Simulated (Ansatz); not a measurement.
# CH8AlNSi, SMILES N[CH2][AlH][SiH3]: an atomisation energy

With the Ansatz DFT code, driven from Python.

At the Python prompt:
```pycon
>>> from collections import Counter
>>> from dataclasses import dataclass
>>> import ansatz as az
>>> @dataclass(frozen=True)
... class RunConfig:
...     basis: str = 'def2-SVPD'
...     xc: str = 'b3lyp'
...     vdw: str = 'd3bj'
...
>>> settings = RunConfig()
>>> def single_point(molecule, charge=0, unpaired=0):
...     calc = (
...         molecule.calculation()
...         .basis(gaussian=settings.basis)
...         .functional(settings.xc, dispersion=settings.vdw)
...     )
...     if charge:
...         calc = calc.charge(charge)
...     if unpaired:
...         calc = calc.spin('collinear', total=unpaired)
...     return calc.run(threads=1).report['free_energy_ev']
...
>>> GEOMETRY = '''
... N    -1.78300    0.81100   -0.07580
... C    -0.68620    1.16090    0.75330
... Al    0.43610   -0.45250    0.94790
... Si    1.49560   -1.44730   -0.95170
... H    -1.48850    0.71590   -1.08540
... H    -2.44940    1.71530   -0.10220
... H    -1.00250    1.47450    1.76710
... H    -0.04590    2.00390    0.29890
... H     0.73720   -1.05300    2.45300
... H     2.29120   -0.48370   -1.60510
... H     0.33830   -1.88000   -1.83910
... H     2.23420   -2.62010   -0.52690
... '''
>>> molecule = az.Crystal.molecule()
>>> for line in GEOMETRY.strip().splitlines():
...     symbol, *xyz = line.split()
...     molecule = molecule.atom(symbol, [float(v) for v in xyz])
...
>>> # unpaired electrons of the ground-state atoms
>>> unpaired = {'N': 3, 'C': 2, 'Al': 1, 'Si': 2, 'H': 1}
>>> counts = Counter(site.symbol for site in molecule.cartesian_sites)
>>> atom_energy = {s: single_point(az.Crystal.molecule().atom(s, (0, 0, 0)), 0, unpaired[s]) for s in counts}
>>> whole = single_point(molecule, 0, 0)
>>> for s, e in atom_energy.items():
...     print(f'{s:2s} x{counts[s]}  {e:14.5f} eV')
...
N  x1     -1484.07864 eV
C  x1     -1028.99694 eV
Al x1     -6593.38314 eV
Si x1     -7872.10678 eV
H  x8       -13.63995 eV
>>> print(f'CH8AlNSi: {whole:.5f} eV')
CH8AlNSi: -17126.12965 eV
>>> split = sum(counts[s] * e for s, e in atom_energy.items()) - whole
>>> print(f'atomisation energy (no zero-point term): {96.485332 * split:.1f} kJ/mol, {split / sum(counts.values()):.3f} eV an atom')
atomisation energy (no zero-point term): 3709.3 kJ/mol, 3.204 eV an atom
```

3709.3 kJ/mol from the electronic energies, without the zero-point term.

These settings explore the input space; basis and method may be short of convergence. The geometry is a force-field or estimated start, not a minimum of this method, and the basis set is short of its limit. All parts are taken at fixed geometry, without zero-point energy. b3lyp holds the VWN-RPA fit, as in Gaussian; the form of ORCA and Turbomole is b3lyp5. It ran for 9 s on 1 thread of Arm Neoverse V1, with other jobs on the host, peak memory 0.32 GiB.
